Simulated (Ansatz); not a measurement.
This script drives Ansatz 0.2.0 through its Python package.

Script `freq_brin.py`:
```python
import itertools
import warnings

import ansatz as az
from ase.data import atomic_numbers, covalent_radii
import numpy as np

warnings.simplefilter("ignore", az.DeckWarning)

geometry_ang = [
    ("In", (0.0, 0.0, 0.0)),
    ("Br", (0.0, 0.0, 2.505)),
]
mol = az.Crystal.molecule()
for symbol, xyz in geometry_ang:
    mol = mol.atom(symbol, xyz)

calc = mol.calculation().basis(gaussian="def2-SVP").functional("pbe0")
symbols = [site.symbol for site in mol.cartesian_sites]
start = np.array([site.position_ang for site in mol.cartesian_sites], dtype=float)
summary = calc.relax(force_tolerance=0.003, max_steps=100).run().report
end = np.array(summary["positions_ang"])

radius = [covalent_radii[atomic_numbers[s]] for s in symbols]
span = lambda where, i, j: np.linalg.norm(where[i] - where[j])
bonded = [(i, j) for i, j in itertools.combinations(range(len(symbols)), 2) if min(span(start, i, j), span(end, i, j)) < 1.2 * (radius[i] + radius[j])]
print("pair        before    after (A)")
for i, j in bonded:
    print(f"{symbols[i]}{i}-{symbols[j]}{j}".ljust(10), f"{span(start, i, j):8.4f} {span(end, i, j):8.4f}")

minimum = az.Crystal.molecule()
for symbol, place in zip(symbols, end):
    minimum = minimum.atom(symbol, place.tolist())
vibrating = (
    minimum.calculation()
    .basis(gaussian="def2-SVP")
    .functional("pbe0")
    .phonons(temperatures=(200, 600, 100))
)
vib = vibrating.run().report["vibrations"]
sums = vib["harmonic_sums"]
modes = [m["omega_inv_cm"] for m in sums["modes_at_gamma"] if m["rigid_motion"] == "no"]
print("frequencies (1/cm):", " ".join(f"{w:.0f}" for w in modes))
print("imaginary modes:", sum(w < 0 for w in modes), " zero-point energy:", round(sums["zero_point_energy_ev"], 4), "eV")
print("T (K)   F_vib (eV)   S_vib (meV/K)   C_vib (meV/K)")
for row in zip(sums["temperatures_k"], sums["vibrational_free_energy_ev"], vib["entropy_ev_per_k"], vib["heat_capacity_ev_per_k"]):
    print(f"{row[0]:6.1f} {row[1]:11.4f} {1000 * row[2]:13.4f} {1000 * row[3]:15.4f}")
```

It is started by `python freq_brin.py`. Estimate its wall time and peak memory on 1 thread of Arm Neoverse V1 (shared host).

It took about 27 s, with a peak of 0.2 GiB, for 2 runs of the engine.

Output of `python freq_brin.py`:
```text
pair        before    after (A)
In0-Br1      2.5050   2.5838
frequencies (1/cm): 222
imaginary modes: 0  zero-point energy: 0.0138 eV
T (K)   F_vib (eV)   S_vib (meV/K)   C_vib (meV/K)
 200.0      0.0099        0.0544          0.0700
 300.0      0.0028        0.0847          0.0785
 400.0     -0.0068        0.1078          0.0817
 500.0     -0.0186        0.1262          0.0833
 600.0     -0.0320        0.1415          0.0842
```

Notes:
- The frequencies are harmonic and unscaled, in a modest basis.
- def2 sets replace the cores of elements past krypton by effective core potentials.
- The spin state was assumed, and another may lie lower.
